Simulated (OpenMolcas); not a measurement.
**Os³⁺ among point charges: CASSCF and CASPT2 levels and susceptibility**

How does a field of 6 point charges split the states of Os³⁺, and what χT follows?

The numbers are computed with OpenMolcas 26.06 (state-averaged CASSCF and CASPT2, spin-orbit coupling by RASSI with atomic mean-field integrals), except any that are marked as measured or tabulated.

### 1 Starting point

* Species: Os³⁺ (osmium, Z = 76, 73 electrons)
* Basis: ANO-RCC-VDZP [7s6p4d2f1g], 68 functions
* Scalar Hamiltonian: DKH2, point nucleus
* Inactive shells: 1s 2s 2p 3s 3p 3d 4s 4p 4d 4f 5s 5p
* Active space: 5 electrons in 5 orbitals (5d)
* Some configurations of this space: 5d5
* Orbitals: optimised for each spin and parity, averaged over all roots

The outer shells:

5d5
```
5d [↑ ][↑ ][↑ ][↑ ][↑ ]
```

The ion sits among 6 point charges of -1.7 e arranged as a trigonal prism (D3h), 2.03 Å from the ion, with a polar angle of 50.6° against the regular 49.1°.

Each step is its own input file, run in one work folder so that later steps find the files of earlier ones. Labels, J, g values, rates, χT and fits are worked out afterwards by a script from the matrices that RASSI stores.

### 2 Basis and integrals

Input file a.inp:

```
&GATEWAY
Coord
1

Os 0.0 0.0 0.0
Basis=ANO-RCC-VDZP
Group=NoSym
NoMove
AngMom=0.0 0.0 0.0
AMFI
XField
6 Angstrom 0
1.568042 0.000000 1.289242 -1.700000
-0.784021 1.357964 1.289242 -1.700000
-0.784021 -1.357964 1.289242 -1.700000
1.568042 0.000000 -1.289242 -1.700000
-0.784021 1.357964 -1.289242 -1.700000
-0.784021 -1.357964 -1.289242 -1.700000
&SEWARD
```

Command:

```sh
$ OMP_NUM_THREADS=1 MOLCAS_MEM=1689 MOLCAS_PROJECT=a pymolcas a.inp > a.log
```

### 3 Reference wave functions, sextets, 1 root

Input file a.inp:

```
&RASSCF
FileOrb=start.orb
Symmetry=1
Spin=6
nActEl=5 0 0
Inactive=34
Ras2=5
CIRoot=1 1 1
SDav=1
CIMx=300
Iter=120 100
PrWF=0.3
OrbListing=Nothing
MaxOrb=0
>>> COPY $Project.JobIph JOB001
```

start.orb holds the contracted functions of the basis, ordered by shell, or the orbitals of the step before.

### 4 Reference wave functions, quartets, 24 roots

Input file a.inp:

```
&RASSCF
FileOrb=start.orb
Symmetry=1
Spin=4
nActEl=5 0 0
Inactive=34
Ras2=5
CIRoot=24 24 1
SDav=24
CIMx=300
Iter=120 100
PrWF=0.3
OrbListing=Nothing
MaxOrb=0
>>> COPY $Project.JobIph JOB002
```

### 5 CASSCF: doublets, 75 roots

Input file a.inp:

```
&RASSCF
FileOrb=start.orb
Symmetry=1
Spin=2
nActEl=5 0 0
Inactive=34
Ras2=5
CIRoot=75 75 1
SDav=75
CIMx=300
Iter=120 100
PrWF=0.3
OrbListing=Nothing
MaxOrb=0
>>> COPY $Project.JobIph JOB003
```

### 6 State interaction with spin-orbit coupling

Input file a.inp:

```
&RASSI
NrOfJobIphs=3 1 24 75
1
1 2 3 4 5 6 7 8 9 10 11 12 13 14 15 16 17 18 19 20 21 22 23 24
1 2 3 4 5 6 7 8 9 10 11 12 13 14 15 16 17 18 19 20 21 22 23 24 25 26 27
28 29 30 31 32 33 34 35 36 37 38 39 40 41 42 43 44 45 46 47 48 49 50 51
52 53 54 55 56 57 58 59 60 61 62 63 64 65 66 67 68 69 70 71 72 73 74 75
IphNames
JOB001
JOB002
JOB003
EJob
SpinOrbit
DIPRint=1.0
SOCoupling=1000.0
Subsets=2
Property=9
'ANGMOM' 1 'ANGMOM' 2 'ANGMOM' 3 'MLTPL  1' 1 'MLTPL  1' 2 'MLTPL  1' 3
'AMFI' 1 'AMFI' 2 'AMFI' 3
SOProperty=3
'ANGMOM' 1 'ANGMOM' 2 'ANGMOM' 3
```

### 7 CASPT2: IPEA 0.25, imaginary shift 0.1 (closed shells correlated: 4f 5s 5p)

Input file a.inp:

```
>>> COPY JOB001 $Project.JobIph
&CASPT2
Multistate=1 1
Frozen=23
IPEA=0.25
Imaginary=0.1
MaxIter=60
WThr=0.0 0.3 0.05
PrWF=0.5
NoMix
>>> COPY JOB002 $Project.JobIph
&CASPT2
Multistate=24 1 2 3 4 5 6 7 8 9 10 11 12 13 14 15 16 17 18 19 20 21 22
23 24
NoMult
Frozen=23
IPEA=0.25
Imaginary=0.1
MaxIter=60
WThr=0.0 0.3 0.05
PrWF=0.5
NoMix
>>> COPY JOB003 $Project.JobIph
&CASPT2
Multistate=75 1 2 3 4 5 6 7 8 9 10 11 12 13 14 15 16 17 18 19 20 21 22
23 24 25 26 27 28 29 30 31 32 33 34 35 36 37 38 39 40 41 42 43 44 45 46
47 48 49 50 51 52 53 54 55 56 57 58 59 60 61 62 63 64 65 66 67 68 69 70
71 72 73 74 75
NoMult
Frozen=23
IPEA=0.25
Imaginary=0.1
MaxIter=60
WThr=0.0 0.3 0.05
PrWF=0.5
NoMix
```

(Steps that only read results are left out.)

**Question.** What will these runs give? Wanted: spin-free ground state; lowest level; next level.

**Answer**, as computed:

```
                 quantity                                                                           value
                   method  SS-CASPT2, IPEA 0.25, imaginary shift 0.1 (closed shells correlated: 4f 5s 5p)
   spin-free ground state                                                 6A1, 1-fold in its orbital part
             lowest level                                               2-fold E1/2, g = 0.00, 0.00, 9.49
               next level                                                                      641.6 cm⁻¹
              χT at 300 K                                                                  3.51 cm³ K/mol
effective moment at 300 K                                                                         5.30 μB
```

Cost by method:

| method | time of its own steps | time with the reference |
| --- | --- | --- |
| A. CASSCF | 32 s | 32 s |
| B. SS-CASPT2, IPEA 0.25, imaginary shift 0.1, +4f 5s 5p | 39 s | 71 s |

Times are of one thread on a shared host.

What this shows: The spin-free ground state (6A1) comes to 100 % from free-ion S terms and keeps the highest spin of the shell. χT at 300 K is 3.51, against 4.39 cm³ K/mol for the spin alone, so spin-orbit coupling lowers it. An active space of the d shell alone favours high spin; real ions in strong fields can be low spin. CASPT2 does not keep the components of a term degenerate, and the means are used. The field of point charges can differ much from that of real complexes. With metal d orbitals alone active, the gaps between spin states are rough; where two lie within a few thousand cm-1, their order is open. Point charges carry no covalency, so the field is a model and not that of real ligands.
